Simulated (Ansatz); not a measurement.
# C₂H₉AlOSi: one species, many methods

How much do the methods differ for C₂H₉AlOSi? The plan is to run it at one geometry with functionals of several rungs and with coupled cluster, and see how far each lands from CCSD(T) at the basis-set limit for the atomisation energy.

Program: Ansatz 0.2.0, Gaussian basis. Level of theory: functionals in def2-TZVPP, the program's frozen cores in correlated methods. These are calculated values, not measurements.

Plan: PBE-D4, r2SCAN-D4, PBE0-D4, B3LYP-D4, ωB97X-V, ωB97M-V, B2PLYP; CCSD(T)/def2-TZVPP; MP2/def2-QZVPP; extrapolation to the limit.

### Step 1. Structure used throughout

All runs share one geometry, relaxed beforehand with PBE0-D4 in a triple-zeta def2 set.

SMILES `[CH3][AlH][O][SiH2]C`, 14 atoms, charge 0, spin multiplicity 1.

Atoms are counted from 1 here; the program's logs count them from 0.

Bond lengths: C1–Al2 1.944 Å, C1–H6 1.093 Å, C1–H7 1.094 Å, C1–H8 1.096 Å, Al2–O3 1.686 Å, Al2–H9 1.582 Å, O3–Si4 1.626 Å, Si4–C5 1.865 Å, Si4–H10 1.490 Å, Si4–H11 1.490 Å, C5–H12 1.093 Å, C5–H13 1.093 Å, C5–H14 1.094 Å. Angles: Al2–C1–H6 112.2°, Al2–C1–H7 111.9°, Al2–C1–H8 110.3°, H6–C1–H7 108.4°, H6–C1–H8 107.1°, H7–C1–H8 106.7°, C1–Al2–O3 119.6°, C1–Al2–H9 123.8°, O3–Al2–H9 116.6°, Al2–O3–Si4 165.5°, O3–Si4–C5 111.6°, O3–Si4–H10 109.1°, O3–Si4–H11 109.1°, C5–Si4–H10 109.4°, C5–Si4–H11 109.4°, H10–Si4–H11 108.2°, Si4–C5–H12 111.1°, Si4–C5–H13 111.1° and more.

### Step 2. PBE-D4 (GGA)

File in.yaml:

```yaml
crystal:
  periodic: [false, false, false]
  atoms:
    - {symbol: C, position_ang: [-1.753464, 0.997471, 1.584352]}
    - {symbol: Al, position_ang: [-0.039153, 0.156594, 1.949963]}
    - {symbol: O, position_ang: [0.887578, -0.434234, 0.671404]}
    - {symbol: Si, position_ang: [1.462618, -0.874334, -0.784037]}
    - {symbol: C, position_ang: [0.377045, -0.251979, -2.166339]}
    - {symbol: H, position_ang: [-1.798317, 1.425610, 0.579593]}
    - {symbol: H, position_ang: [-1.983747, 1.785934, 2.306450]}
    - {symbol: H, position_ang: [-2.561230, 0.259998, 1.655928]}
    - {symbol: H, position_ang: [0.555780, -0.033494, 3.403981]}
    - {symbol: H, position_ang: [2.839075, -0.328002, -0.950246]}
    - {symbol: H, position_ang: [1.541308, -2.361369, -0.846998]}
    - {symbol: H, position_ang: [-0.637654, -0.648960, -2.079509]}
    - {symbol: H, position_ang: [0.318518, 0.839490, -2.160176]}
    - {symbol: H, position_ang: [0.778544, -0.561926, -3.135367]}
basis:
  gaussian: {orbitals: def2-TZVPP}
hamiltonian: {xc: pbe, dispersion: d4}
output: {forces: true, orbitals: {seedname: orbitals}}
```

On the command line:

```
> ansatz run in.yaml --threads 4 --pin off --events-out ev --progress --plain --max-ram 10444MiB
```

Further steps of the session: r2SCAN-D4 (meta-GGA); PBE0-D4 (hybrid); B3LYP-D4 (hybrid); ωB97X-V (range-separated); ωB97M-V (range-separated); B2PLYP (double hybrid); CCSD(T) in def2-TZVPP; MP2 in def2-QZVPP.

Q: Predict the results of all the runs planned. Wanted: atomisation energy, CCSD(T)/CBS; farthest; mean size of error, hybrid; mean size of error, range-separated; gap, smallest and largest; T1 diagnostic; triples share of the correlation energy.

As calculated:

```
                               quantity                                          value
        atomisation energy, CCSD(T)/CBS                                      52.731 eV
    functionals within 0.264 eV (0.5 %)  PBE-D4, r2SCAN-D4, B3LYP-D4, ωB97X-V, ωB97M-V
                               farthest                             B2PLYP (-0.659 eV)
             mean size of error, hybrid                                       0.354 eV
    mean size of error, range-separated                                       0.015 eV
              gap, smallest and largest           5.11 eV (PBE-D4), 11.46 eV (ωB97X-V)
                          T1 diagnostic                                         0.0109
triples share of the correlation energy                                          3.4 %
```

PBE-D4 misses by -0.109 eV. Double hybrids carry the basis error of their MP2 part in triple zeta, and no dispersion term here, so their miss is partly the set-up's. Misses under about 0.264 eV are within the doubt on the reference itself, which lacks core-valence correlation, relativity and higher excitations. Hartree-Fock recovers 76 % of the binding; the rest is correlation. The gap grows from 5.1 to 11.5 eV across the functionals, mostly with the share of exact exchange.
